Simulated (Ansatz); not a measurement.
# CI₄: taking an electron away

The task here is to estimate one member of a computed series from the others.

Program: Ansatz 0.2.0, Gaussian basis. Level of theory: unrestricted cation, the program's frozen cores in correlated methods. These are calculated values, not measurements.

The runs, in order: UKS PBE-D4/def2-TZVPP; UKS r2SCAN-D4/def2-TZVPP; UKS PBE0-D4/def2-TZVPP; UKS B3LYP-D4/def2-TZVPP; UKS B2PLYP/def2-TZVPP; UHF-CCSD(T)/def2-TZVPP; UHF-MP2/def2-QZVPP; extrapolation to the limit; then −ε(HOMO) from the neutral's earlier runs with LDA (SPW92), PBE-D4, revPBE-D4, BLYP-D4, r2SCAN-D4, B97M-V, PBE0-D4, B3LYP-D4, r2SCANh-D4, r2SCAN0-D4, HSE06-D4, BHLYP-D4, CAM-B3LYP-D4, LC-ωPBE, ωB97X-V, ωB97M-V.

3 further runs of the same task are left out: 1 for a known fault of the program, 2 that didn't finish.

## The geometry

All runs share one geometry, relaxed beforehand with PBE0-D4 in a triple-zeta def2 set. I takes the def2 core potential; no spin-orbit term is included.

5 atoms, charge 0, spin multiplicity 1.

Atoms are counted from 1 here; the program's logs count them from 0.

Bond lengths: I1–C2 2.149 Å, C2–I3 2.149 Å, C2–I4 2.149 Å, C2–I5 2.149 Å. Angles: I1–C2–I3 109.5°, I1–C2–I4 109.5°, I1–C2–I5 109.5°, I3–C2–I4 109.5°, I3–C2–I5 109.5°, I4–C2–I5 109.5°.

Set-up of the first run:

Input file in.yaml:

```yaml
crystal:
  periodic: [false, false, false]
  atoms:
    - {symbol: I, position_ang: [-1.000795, -0.059798, 1.900506]}
    - {symbol: C, position_ang: [-0.000020, 0.000005, -0.000027]}
    - {symbol: I, position_ang: [1.661522, -1.362334, 0.022241]}
    - {symbol: I, position_ang: [-1.373333, -0.570603, -1.550910]}
    - {symbol: I, position_ang: [0.712626, 1.992722, -0.371809]}
basis:
  gaussian: {orbitals: def2-TZVPP}
total_charge: 1
magnetization: {spin_polarized: true, initial_magnetization: 1}
hamiltonian: {xc: pbe, dispersion: d4}
```

Started as:

```bash
$ ansatz run in.yaml --threads 2 --pin off --events-out ev --progress --plain --max-ram 32768MiB --backend cpu
```

Steps of the session up to this table: Cation, UKS PBE-D4/def2-TZVPP; Cation, UKS r2SCAN-D4/def2-TZVPP; Cation, UKS PBE0-D4/def2-TZVPP; Cation, UKS B3LYP-D4/def2-TZVPP; Cation, UKS B2PLYP (frozen core)/def2-TZVPP; Cation, UHF-CCSD(T)/def2-TZVPP; Cation, UHF-MP2/def2-QZVPP.

One of the session's tables, all rows but one given; the rest of the session is left out.

It belongs to the step «Ionisation energies side by side». For comparison, −ε(HOMO) of the neutral from earlier runs:

```
  functional  −ε(HOMO) (eV)
 LDA (SPW92)           6.35
      PBE-D4           6.18
   revPBE-D4           6.13
     BLYP-D4           5.99
   r2SCAN-D4           6.48
      B97M-V           6.49
     PBE0-D4           7.30
    B3LYP-D4           7.05
  r2SCANh-D4           6.89
  r2SCAN0-D4           7.50
    HSE06-D4           6.92
    BHLYP-D4           8.25
CAM-B3LYP-D4           8.52
     LC-ωPBE           9.86
     ωB97X-V           9.53
     ωB97M-V              ?
```

Estimate the missing values for ωB97M-V.

**Answer.** −ε(HOMO) (eV): 9.40. In the column «−ε(HOMO) (eV)» it lies between CAM-B3LYP-D4 (8.52) and ωB97X-V (9.53).

Caveats from the session: In point group Td the highest level is often degenerate; the cation then breaks the symmetry, and the runs may pick different components.
